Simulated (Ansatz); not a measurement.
The system is Ba2Tl5V3O12.

```
Ba V Tl O
1.0
     4.23698    2.44622    6.12840
    -4.23698    2.44622    6.12840
     0.00000   -4.89244    6.12840
Ba V Tl O
2 3 5 12
Cartesian
  0.0000 0.0000 9.1926
  0.0000 0.0000 0.0000
  0.0000 2.4462 6.1284
  -2.1185 -1.2231 6.1284
  2.1185 -1.2231 6.1284
  0.0000 -2.4462 3.0642
  2.1185 1.2231 3.0642
  -2.1185 1.2231 3.0642
  0.0000 0.0000 13.6133
  0.0000 0.0000 4.7719
  2.6932 -0.0671 7.4143
  -1.2885 2.3659 7.4143
  -1.4047 -2.2988 7.4143
  -1.4047 2.2988 10.9708
  2.6932 0.0671 10.9708
  -1.2884 -2.3659 10.9708
  -2.6932 0.0671 10.9708
  1.2884 -2.3659 10.9708
  1.4047 2.2988 10.9708
  1.4047 -2.2988 7.4143
  -2.6932 -0.0671 7.4143
  1.2885 2.3659 7.4143
```

The cell was built by a generator and needn't be a form met in nature.

```yaml
Program: Ansatz 0.2.0
Task: relaxation of cell and atoms
Functional: PBEsol
Dispersion: D3(BJ)
Potentials_or_basis: Ansatz PAW
Cutoff: "420 eV (not typed: the program's choice for these potentials)"
k_mesh: 3 × 3 × 3
Occupations: fermi-dirac, width 0.05 eV
Spin: collinear spin, ferromagnetic start
Starting_moments: "[0.0, 0.0, 2.0, 2.0, 2.0, 0.0, 0.0, 0.0, 0.0, 0.0, 0.0, 0.0, 0.0, 0.0, 0.0, 0.0, 0.0, 0.0, 0.0, 0.0, 0.0, 0.0] μB"
```

At the start: volume 17.32 Å³/atom.

Where does the relaxation end?

It ends after 9 steps and the volume is 15.66 Å³/atom (-9.6 %); space group R-3m (No. 166, to 0.05 Å); moment 0.90 μB per cell.

The path:
| step | energy change (eV) | largest force (eV/Å) | volume (Å³) |
| --- | --- | --- | --- |
| 1 | 0.0000 | 0.2462 | 381.11 |
| 2 | -0.7091 | 0.3053 | 337.85 |
| 3 | -0.7581 | 0.0567 | 348.23 |
| 4 | -0.7690 | 0.0271 | 346.45 |
| 5 | -0.7715 | 0.0138 | 345.93 |
| 6 | -0.7713 | 0.0008 | 346.02 |
| 7 | -0.7086 | 0.0017 | 346.02 |
| 8 | -0.7144 | 0.0021 | 344.58 |
| 9 | -0.7105 | 0.0019 | 344.58 |

Final structure:
```yaml
crystal:
  lattice:
    - [4.08655, 2.35937, 5.95634]
    - [-4.08655, 2.35937, 5.95634]
    - [0.00000, -4.71874, 5.95634]
  atoms:
    - { symbol: Ba, position: [0.50000, 0.50000, 0.50000] }
    - { symbol: Ba, position: [0.00000, 0.00000, 0.00000] }
    - { symbol: V, position: [0.50000, 0.50000, 0.00000] }
    - { symbol: V, position: [0.00000, 0.50000, 0.50000] }
    - { symbol: V, position: [0.50000, 0.00000, 0.50000] }
    - { symbol: Tl, position: [0.00000, 0.00000, 0.50000] }
    - { symbol: Tl, position: [0.50000, 0.00000, 0.00000] }
    - { symbol: Tl, position: [0.00000, 0.50000, 0.00000] }
    - { symbol: Tl, position: [0.74142, 0.74142, 0.74142] }
    - { symbol: Tl, position: [0.25858, 0.25858, 0.25858] }
    - { symbol: O, position: [0.71951, 0.08706, 0.40706] }
    - { symbol: O, position: [0.40706, 0.71951, 0.08706] }
    - { symbol: O, position: [0.08706, 0.40706, 0.71951] }
    - { symbol: O, position: [0.59294, 0.91294, 0.28049] }
    - { symbol: O, position: [0.91294, 0.28049, 0.59294] }
    - { symbol: O, position: [0.28049, 0.59294, 0.91294] }
    - { symbol: O, position: [0.28049, 0.91294, 0.59294] }
    - { symbol: O, position: [0.59294, 0.28049, 0.91294] }
    - { symbol: O, position: [0.91294, 0.59294, 0.28049] }
    - { symbol: O, position: [0.40706, 0.08706, 0.71951] }
    - { symbol: O, position: [0.08706, 0.71951, 0.40706] }
    - { symbol: O, position: [0.71951, 0.40706, 0.08706] }
```

Caveat: the plane-wave basis is chosen anew once the cell has moved, so the energies of steps on either side of that aren't comparable; the pressure holds a Pulay correction of +0.5 GPa for the finite cutoff; pairwise dispersion overbinds metals, which lowers pressure and volume; the PAW data sets come from PBE, with cores solved anew for the run's functional, which leaves a small shift of forces and pressure.
